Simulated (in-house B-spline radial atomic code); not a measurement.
# Ga⁸⁺: density, ELF and screening along the radius

How do the shells of Ga⁸⁺ show in real space, and how much do the settings move them?

The numbers are computed with in-house B-spline radial atomic code version 1 (several methods, spin-polarised, as named in each step; spherical all-electron atom at the radial basis limit), except any that are marked as measured or tabulated.

### Step 1. Starting point

| Property | Result |
| --- | --- |
| element | gallium (Z = 31) |
| charge | +8 |
| electrons | 23 |
| configuration | [Ar] 3d5 |
| nucleus | point (non-relativistic runs) or finite (X2C runs) |

Outer shells as boxes (Hund's rule):

[Ar] 3d5
```
[Ar] core
3d [↑ ][↑ ][↑ ][↑ ][↑ ]
```

Where spins are not typed, each open shell is filled with up spins first.

### Step 2. LC-ωPBE, X2C, [Ar] 3d5

Settings of the run:

```ini
Z = 31
electrons = 23.0
configuration = [Ar] 3d5
hamiltonian = x2c
method = lc_wpbe
spin_polarised = True
nucleus = fermi
rms_radius = 3.9973
mass_number = 69
atomic_mass = 68.925573528
speed_of_light = 137.035999084
```

Command:

```
> python run_scf.py task.json out
```

One command runs all members of the session, one after another, from task.json.

### Step 3. r2SCAN, non-rel., [Ar] 3d4 4f1

Settings of the run:

```ini
Z = 31
electrons = 23.0
configuration = [Ar] 3d4 4f1
hamiltonian = nr
method = r2scan
spin_polarised = True
```

### Step 4. Hartree-Fock, X2C, [Ne] 3s2 3p5 3d5 4s1

Settings of the run:

```ini
Z = 31
electrons = 23.0
configuration = [Ne] 3s2 3p5 3d5 4s1
hamiltonian = x2c
method = hf
spin_polarised = True
nucleus = fermi
rms_radius = 3.9973
mass_number = 69
atomic_mass = 68.925573528
speed_of_light = 137.035999084
```

### Step 5. LDA (VWN5), X2C, [Ar] 3d4 4s1

Changes to the settings of step 4:

```diff
@@ -2,5 +2,5 @@
 electrons = 23.0
-configuration = [Ne] 3s2 3p5 3d5 4s1
+configuration = [Ar] 3d4 4s1
 hamiltonian = x2c
-method = hf
+method = lda,vwn
 spin_polarised = True
```

How large is the system in each run, where do the shell borders lie, and what is the highest level?

The runs gave:

| run | total energy (hartree) | highest level (eV) | radius holding 50 / 90 / 99 % (bohr) | radius at n = 0.001 (bohr) | ELF minima on the full grid (bohr) |
| --- | --- | --- | --- | --- | --- |
| LC-ωPBE, X2C, [Ar] 3d5 | -1920.4066 | -200.52 | 0.378 / 0.846 / 1.28 | 1.87 | 0.082, 0.33 |
| r2SCAN, non-rel., [Ar] 3d4 4f1 | -1896.3449 | -66.363 | 0.386 / 0.916 / 2.27 | 3.02 | 0.071, 0.34, 1.6 |
| Hartree-Fock, X2C, [Ne] 3s2 3p5 3d5 4s1 | -1914.1027 | -132.28 | 0.379 / 0.910 / 1.76 | 2.48 | 0.075, 0.35, 1.3 |
| LDA (VWN5), X2C, [Ar] 3d4 4s1 | -1914.5446 | -127.20 | 0.382 / 0.911 / 1.74 | 2.46 | 0.075, 0.34, 1.3 |

In the first run ELF has 2 minima on the grid, which mark the borders between shells. On the record's full grid the screened charge (r times the electrostatic potential) falls from 30.9 near the nucleus to 8.00 at 2.2 bohr; far out it tends to the net charge, 8. The radius that holds 99 % of the electrons runs from 1.28 bohr (LC-ωPBE, X2C, [Ar] 3d5) to 2.27 bohr (r2SCAN, non-rel., [Ar] 3d4 4f1). The grid is coarse (about 19 % a step), so the places of minima are rough. For X2C runs ELF uses the non-relativistic kinetic energy density, and the fields carry no picture-change correction.
